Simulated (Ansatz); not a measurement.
# C3H6BN: how energies converge with the basis set

How large a basis does C3H6BN need? Two functionals are run in growing sets.

The runs use Ansatz 0.2.0, Gaussian basis; one geometry, several basis sets.

Plan: PBE0-D4/def2-SVP; ωB97M-V/def2-SVP; PBE0-D4/def2-QZVPP; ωB97M-V/def2-QZVPP; the functionals' def2-TZVPP values are taken from earlier runs.

### 1 Structure used throughout

All runs share one geometry, relaxed beforehand with PBE0-D4 in a triple-zeta def2 set.

11 atoms, charge 0, spin multiplicity 1.

Atoms are counted from 1 here; the program's logs count them from 0.

Bond lengths: B1–C2 1.526 Å, B1–H6 1.196 Å, B1–H7 1.198 Å, C2–C3 1.508 Å, C2–C4 1.482 Å, C2–N5 1.594 Å, C3–H8 1.093 Å, C3–H9 1.093 Å, C3–H10 1.092 Å, C4–N5 1.231 Å, C4–H11 1.083 Å. Angles: C2–B1–H6 119.7°, C2–B1–H7 120.4°, H6–B1–H7 119.9°, B1–C2–C3 122.3°, B1–C2–C4 116.5°, B1–C2–N5 116.0°, C3–C2–C4 117.7°, C3–C2–N5 114.6°, C4–C2–N5 47.0°, C2–C3–H8 110.5°, C2–C3–H9 110.9°, C2–C3–H10 111.9°, H8–C3–H9 107.4°, H8–C3–H10 108.2°, H9–C3–H10 107.9°, C2–C4–N5 71.3°, C2–C4–H11 147.3°, N5–C4–H11 141.3° and more.

Coordinates:

```tsv
atom	x (Å)	y (Å)	z (Å)
B1	0.2868	1.4108	0.6353
C2	0.1606	0.0754	-0.0931
C3	-1.1660	-0.6170	-0.2822
C4	1.3875	-0.7515	-0.1765
N5	1.2169	-0.1877	-1.2571
H6	1.3198	2.0114	0.5954
H7	-0.6308	1.8426	1.2729
H8	-1.6651	-0.7560	0.6806
H9	-1.8307	-0.0193	-0.9114
H10	-1.0505	-1.5959	-0.7517
H11	2.0370	-1.4698	0.3082
```

### 2 PBE0-D4 in def2-SVP

The input, in.yaml:

```yaml
crystal:
  periodic: [false, false, false]
  atoms:
    - {symbol: B, position_ang: [0.286779, 1.410845, 0.635284]}
    - {symbol: C, position_ang: [0.160573, 0.075366, -0.093094]}
    - {symbol: C, position_ang: [-1.166010, -0.616955, -0.282199]}
    - {symbol: C, position_ang: [1.387478, -0.751493, -0.176460]}
    - {symbol: N, position_ang: [1.216948, -0.187668, -1.257071]}
    - {symbol: H, position_ang: [1.319764, 2.011360, 0.595436]}
    - {symbol: H, position_ang: [-0.630832, 1.842622, 1.272933]}
    - {symbol: H, position_ang: [-1.665061, -0.755999, 0.680632]}
    - {symbol: H, position_ang: [-1.830697, -0.019350, -0.911430]}
    - {symbol: H, position_ang: [-1.050511, -1.595936, -0.751702]}
    - {symbol: H, position_ang: [2.036969, -1.469793, 0.308171]}
basis:
  gaussian: {orbitals: def2-SVP}
hamiltonian: {xc: pbe0, dispersion: d4}
output: {orbitals: {seedname: orbitals}}
```

Launch:

```bash
> ansatz run in.yaml --threads 2 --pin off --events-out ev --progress --plain --max-ram 4352MiB
```

The runs that follow: ωB97M-V in def2-SVP; PBE0-D4 in def2-QZVPP; ωB97M-V in def2-QZVPP.

**Question.** What will the summary of the whole plan be? Wanted: PBE0-D4: double and triple zeta above quadruple; ωB97M-V: double and triple zeta above quadruple.

**Answer**, as computed:

| quantity | value |
| --- | --- |
| PBE0-D4: double and triple zeta above quadruple | 6.21, 0.30 eV |
| ωB97M-V: double and triple zeta above quadruple | 6.51, 0.29 eV |

**Reading.** For PBE0-D4 the step from double to triple zeta gains 5.91 eV and the next only 0.30 eV. Total energies overstate the basis error of differences, where much of it tends to cancel.
